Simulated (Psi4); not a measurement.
# A workflow on CH3Cl2Si (SMILES [CH2][SiH](Cl)Cl)

Wanted: a series of 8 runs (UB3LYP-D3(BJ)/def2-TZVP) of CH3Cl2Si. 

Program for the calculation: Psi4 1.11.

### 1 The system as given

The species is CH3Cl2Si (7 atoms), meant as a doublet with charge 0. As SMILES, `[CH2][SiH](Cl)Cl`. Geometry: relaxed at PBE0-D4/def2-TZVP. This is one conformer, not always the lowest.

Bond lengths: C1–Si2 1.823 Å, Si2–Cl3 2.049 Å, Si2–Cl4 2.049 Å, C1–H5 1.085 Å, C1–H6 1.085 Å, Si2–H7 1.475 Å. Angles: C1–Si2–Cl3 110.0°, C1–Si2–Cl4 110.0°, Cl3–Si2–Cl4 107.9°, C1–Si2–H7 112.5°, Cl3–Si2–H7 108.1°, Cl4–Si2–H7 108.2°, Si2–C1–H5 122.1°, Si2–C1–H6 122.1°, H5–C1–H6 115.8°.

### 2 A single-point energy at UB3LYP-D3(BJ)/def2-TZVP (density fitting) (run 1)

ch3cl2si.in reads:

```
memory 1600 mb

molecule molecule1 {
  0 2
  C     -0.692700     0.892600     0.197500
  Si     0.466300    -0.499500    -0.003900
  Cl     1.593800    -0.235400    -1.694300
  Cl    -0.574000    -2.252500    -0.209200
  H     -1.447700     1.127200    -0.545500
  H     -0.668800     1.540600     1.067500
  H      1.384500    -0.641000     1.142000
  symmetry c1
}

set {
  basis def2-TZVP
  reference uks
}

e_tot, wfn = energy("b3lyp-d3bj2b", return_wfn=True)
```

Run with:

```
psi4 ch3cl2si.in ch3cl2si.out -n 1
```

ch3cl2si.out:

```text
[...]
  Running in c1 symmetry.
[...]
  Nuclear repulsion =  261.789143782980091
[...]
  Multiplicity = 2
[...]
  Nalpha       = 29
  Nbeta        = 28
[...]
    Number of basis functions: 160
[...]
   @DF-UKS iter   1: -1249.54559729359812    6.47499e-02   5.60238e-03 ADIIS/DIIS
[...]
   @DF-UKS iter  10: -1249.97053994757925   -3.91392e-08   5.13138e-07 DIIS
[...]
   @S^2 Observed:                7.534821622E-01
[...]
  @DF-UKS Final Energy: -1249.97053994757925
   => Energetics <=
    Nuclear Repulsion Energy =            261.7891437829800907
    One-Electron Energy =               -2247.0705998625062421
    Two-Electron Energy =                 803.0720549223868829
    DFT Exchange-Correlation Energy =     -67.7479330552034327
    Empirical Dispersion Energy =          -0.0132057352363828
    VV10 Nonlocal Energy =                  0.0000000000000000
    Total Energy =                      -1249.9705399475792547
[...]
 Multipole Moments:
 ------------------------------------------------------------------------------------
     Multipole            Electronic (a.u.)      Nuclear  (a.u.)        Total (a.u.)
 ------------------------------------------------------------------------------------
 L = 1.  Multiply by 2.5417464519 to convert [e a0] to [Debye]
 Dipole X            :          1.7186474           -1.9619314           -0.2432840
 Dipole Y            :         -4.3785404            4.9504236            0.5718832
 Dipole Z            :         -3.4382304            3.8587550            0.4205246
 Magnitude           :                                                    0.7503856
[...]
```

It took 12 s on 1 thread of Intel Xeon 6975P-C (Granite Rapids), shared host; peak memory 0.85 GiB.

### 3 The distorted shape: the energy at UB3LYP-D3(BJ)/def2-TZVP (density fitting) (run 2)

calc.inp reads:

```
memory 1.6 GB

molecule {
  0 2
  C     -0.554960     0.871373     0.369397
  Si     0.604040    -0.520727     0.167997
  Cl     1.731540    -0.256627    -1.522403
  Cl    -0.436260    -2.273727    -0.037303
  H     -1.309960     1.105973    -0.373603
  H     -0.531060     1.519373     1.239397
  H      1.384500    -0.641000     1.142000
  units angstrom
  symmetry c1
}

set basis def2-TZVP
set reference uks

set reference uhf
set stability_analysis follow
set max_attempts 5
energy("scf")
set reference uks
set stability_analysis none
set guess read
set guess_mix false

energy("b3lyp-d3bj2b")
```

Run with:

```
psi4 -i calc.inp -o calc.out -n 1
```

calc.out:

```text
[...]
  Running in c1 symmetry.
[...]
  Nuclear repulsion =  263.132221229712911
[...]
  Multiplicity = 2
[...]
  Nalpha       = 29
  Nbeta        = 28
[...]
    Number of basis functions: 160
[...]
   @DF-UHF iter   1: -1247.57942435903442   -4.01474e-01   2.21622e-03 ADIIS/DIIS
[...]
   @DF-UKS iter   7: -1249.94802713288459   -5.33855e-08   6.96891e-07 DIIS
[...]
   @S^2 Observed:                7.534573285E-01
[...]
  @DF-UKS Final Energy: -1249.94802713288459
   => Energetics <=
    Nuclear Repulsion Energy =            263.1322212297129113
    One-Electron Energy =               -2249.8008740414370550
    Two-Electron Energy =                 804.5340415368182221
    DFT Exchange-Correlation Energy =     -67.8000991362793144
    Empirical Dispersion Energy =          -0.0133167216996362
    VV10 Nonlocal Energy =                  0.0000000000000000
    Total Energy =                      -1249.9480271328848175
[...]
 Multipole Moments:
 ------------------------------------------------------------------------------------
     Multipole            Electronic (a.u.)      Nuclear  (a.u.)        Total (a.u.)
 ------------------------------------------------------------------------------------
 L = 1.  Multiply by 2.5417464519 to convert [e a0] to [Debye]
 Dipole X            :          1.9031434           -2.0898252           -0.1866818
 Dipole Y            :         -4.4027599            4.9701332            0.5673733
 Dipole Z            :         -3.2022241            3.6991459            0.4969219
 Magnitude           :                                                    0.7769774
[...]
```

Wall time 15 s (1 thread of Intel Xeon 6975P-C (Granite Rapids), shared host); peak memory 0.85 GiB.

### 4 The distorted shape: the energy at UB3LYP-D3(BJ)/def2-TZVP (density fitting) (run 3)

ch3cl2si.py reads:

```python
import psi4

psi4.set_memory(1600000000)
psi4.set_num_threads(1)
psi4.core.set_output_file('run.log', False)

m = psi4.geometry("""
0 2
C     -0.830446     0.913827     0.025595
Si     0.328554    -0.478273    -0.175805
Cl     1.456054    -0.214173    -1.866205
Cl    -0.711746    -2.231273    -0.381105
H     -1.585446     1.148427    -0.717405
H     -0.806546     1.561827     0.895595
H      1.384500    -0.641000     1.142000
symmetry c1
""")

options = {'basis': 'def2-TZVP', 'reference': 'uks'}
psi4.set_options(options)

psi4.set_options({'reference': 'uhf', 'stability_analysis': 'follow', 'max_attempts': 5})
psi4.energy('scf')
psi4.set_options({'reference': 'uks', 'stability_analysis': 'none', 'guess': 'read', 'guess_mix': False})

energy_value = psi4.energy('b3lyp-d3bj')
print('E =', round(energy_value, 9))
```

Run with:

```
python ch3cl2si.py
```

run.log:

```text
[...]
  Running in c1 symmetry.
[...]
  Nuclear repulsion =  260.707145449766699
[...]
  Multiplicity = 2
[...]
  Nalpha       = 29
  Nbeta        = 28
[...]
    Number of basis functions: 160
[...]
   @DF-UHF iter   1: -1247.58593108311766   -5.64887e-01   2.21568e-03 ADIIS/DIIS
[...]
   @DF-UKS iter   7: -1249.95786800978567   -5.76049e-08   6.75661e-07 DIIS
[...]
   @S^2 Observed:                7.535263604E-01
[...]
  @DF-UKS Final Energy: -1249.95786800978567
   => Energetics <=
    Nuclear Repulsion Energy =            260.7071454497666991
    One-Electron Energy =               -2244.7535213077867411
    Two-Electron Energy =                 801.8089343668107176
    DFT Exchange-Correlation Energy =     -67.7072052282794346
    Empirical Dispersion Energy =          -0.0132212902969582
    VV10 Nonlocal Energy =                  0.0000000000000000
    Total Energy =                      -1249.9578680097856704
[...]
 Multipole Moments:
 ------------------------------------------------------------------------------------
     Multipole            Electronic (a.u.)      Nuclear  (a.u.)        Total (a.u.)
 ------------------------------------------------------------------------------------
 L = 1.  Multiply by 2.5417464519 to convert [e a0] to [Debye]
 Dipole X            :          1.5156497           -1.8340321           -0.3183824
 Dipole Y            :         -4.3525303            4.9307140            0.5781837
 Dipole Z            :         -3.6989599            4.0183716            0.3194117
 Magnitude           :                                                    0.7332718
[...]
```

On the terminal:

```text
E = -1249.95786801
```

It took 17 s on 1 thread of Intel Xeon 6975P-C (Granite Rapids), shared host; peak memory 0.84 GiB.

Runs 4 to 7 aren't shown in full; the table further down has their settings and results.

### 5 The distorted shape: a single-point energy at UB3LYP-D3(BJ)/def2-TZVP (density fitting) (run 8)

job.in reads:

```
memory 1.6 GB

molecule geom {
  0 2
  C     -2.529109     1.175601    -2.094312
  Si    -1.370109    -0.216499    -2.295712
  Cl    -0.242609     0.047601    -3.986112
  Cl    -2.410409    -1.969499    -2.501012
  H     -3.284109     1.410201    -2.837312
  H     -2.505209     1.823601    -1.224312
  H      1.384500    -0.641000     1.142000
  symmetry c1
}

set {
  reference uks
}

set reference uhf
set stability_analysis follow
set max_attempts 5
energy("scf/def2-TZVP")
set reference uks
set stability_analysis none
set guess read
set guess_mix false

e_tot, wfn = energy("b3lyp-d3(bj)/def2-TZVP", return_wfn=True)
print_variables()
```

Run with:

```
psi4 -i job.in -o job.out -n 1
```

job.out:

```text
[...]
  Running in c1 symmetry.
[...]
  Nuclear repulsion =  254.795685910890001
[...]
  Multiplicity = 2
[...]
  Nalpha       = 29
  Nbeta        = 28
[...]
    Number of basis functions: 160
[...]
   @DF-UHF iter   1: -1247.19403006679909   -3.99258e-01   3.71567e-03 ADIIS/DIIS
[...]
   @DF-UKS iter   7: -1249.81749247829566   -6.52799e-08   6.39960e-07 DIIS
[...]
   @S^2 Observed:                1.754872855E+00
[...]
  @DF-UKS Final Energy: -1249.81749247829566
   => Energetics <=
    Nuclear Repulsion Energy =            254.7956859108900005
    One-Electron Energy =               -2232.9654808962777679
    Two-Electron Energy =                 796.0400823038598901
    DFT Exchange-Correlation Energy =     -67.6749377644977272
    Empirical Dispersion Energy =          -0.0128420322699067
    VV10 Nonlocal Energy =                  0.0000000000000000
    Total Energy =                      -1249.8174924782956623
[...]
 Multipole Moments:
 ------------------------------------------------------------------------------------
     Multipole            Electronic (a.u.)      Nuclear  (a.u.)        Total (a.u.)
 ------------------------------------------------------------------------------------
 L = 1.  Multiply by 2.5417464519 to convert [e a0] to [Debye]
 Dipole X            :         -0.0230182           -0.2567964           -0.2798146
 Dipole Y            :         -4.1114359            4.6876527            0.5762168
 Dipole Z            :         -5.6211938            5.9867390            0.3655452
 Magnitude           :                                                    0.7375265
[...]
```

Run time: 15 s. Hardware: 1 thread of Intel Xeon 6975P-C (Granite Rapids), shared host; peak memory 0.8 GiB.

### 6 Overview of the runs

| run | start | partner | energy (Eh) | dipole moment (D) | HOMO energy (eV) | LUMO energy (eV) | wall time |
| --- | --- | --- | --- | --- | --- | --- | --- |
| 1 | – | base | -1249.970540 | 1.91 | -7.30 | -3.42 | 12 s |
| 2 | stable UHF solution | Si2–H7 1.25 Å | -1249.948027 | 1.97 | -7.25 | -3.38 | 15 s |
| 3 | stable UHF solution | Si2–H7 1.70 Å | -1249.957868 | 1.86 | -7.36 | -3.48 | 17 s |
| 4 | stable UHF solution | Si2–H7 1.92 Å | -1249.934372 | 1.89 | -7.44 | -3.54 | 19 s |
| 5 | stable UHF solution | Si2–H7 2.21 Å | -1249.898444 | 2.05 | -7.54 | -3.63 | 20 s |
| 6 | stable UHF solution | Si2–H7 2.66 Å | -1249.851924 | 2.33 | -6.83 | -3.73 | 26 s |
| 7 | stable UHF solution | Si2–H7 3.25 Å | -1249.826563 | 1.98 | -6.41 | -3.61 | 25 s |
| 8 | stable UHF solution | Si2–H7 4.43 Å | -1249.817492 | 1.87 | -6.16 | -3.47 | 15 s |

### 7 Outcome

| quantity | value |
| --- | --- |
| distorted shape, run 8: total energy | -1249.81749 Eh |
| distorted shape, run 8: dipole moment | 1.87 D |
| distorted shape, run 8: HOMO energy (highest over α and β) | -6.16 eV |
| distorted shape, run 8: LUMO energy (lowest over α and β) | -3.47 eV |
| distorted shape, run 8: dispersion energy | -33.72 kJ/mol |
| distorted shape, run 8: ⟨S²⟩ | 1.755 |
| energy change with the Si2–H7 bond stretched from 1.475 to 3.245 Å | 3.918 eV |
| energy change with the Si2–H7 bond stretched from 1.475 to 2.655 Å | 3.228 eV |
| energy change with the Si2–H7 bond shortened from 1.475 to 1.254 Å | 0.613 eV |
| energy change with the Si2–H7 bond stretched from 1.475 to 1.696 Å | 0.345 eV |
| energy change with the Si2–H7 bond stretched from 1.475 to 1.918 Å | 0.984 eV |
| energy change with the Si2–H7 bond stretched from 1.475 to 2.213 Å | 1.962 eV |
| energy change with the Si2–H7 bond stretched from 1.475 to 4.426 Å | 4.165 eV |

What this shows: With the Si2–H7 bond stretched from 1.475 to 3.245 Å the energy rises by 3.92 eV (378 kJ/mol). The first shape isn't relaxed at this level, so the change isn't measured from a minimum. With the Si2–H7 bond stretched from 1.475 to 2.655 Å the energy rises by 3.23 eV (74 kcal/mol). With the Si2–H7 bond shortened from 1.475 to 1.254 Å the energy rises by 0.61 eV (14.1 kcal/mol). With the Si2–H7 bond stretched from 1.475 to 1.696 Å the energy rises by 0.34 eV (33.3 kJ/mol). With the Si2–H7 bond stretched from 1.475 to 1.918 Å the energy rises by 0.98 eV (95.0 kJ/mol). With the Si2–H7 bond stretched from 1.475 to 2.213 Å the energy rises by 1.96 eV (189 kJ/mol). The lowest energy is that of run 1; the highest lies 4.165 eV above it. Spin contamination of the reference: run 8 ⟨S²⟩ = 1.75, run 7 ⟨S²⟩ = 1.55, run 6 ⟨S²⟩ = 0.96. Where it is this large, the reference is a mixture of spin states, and values that rest on it are in doubt. All runs together took 2.5 min, the longest 26 s.
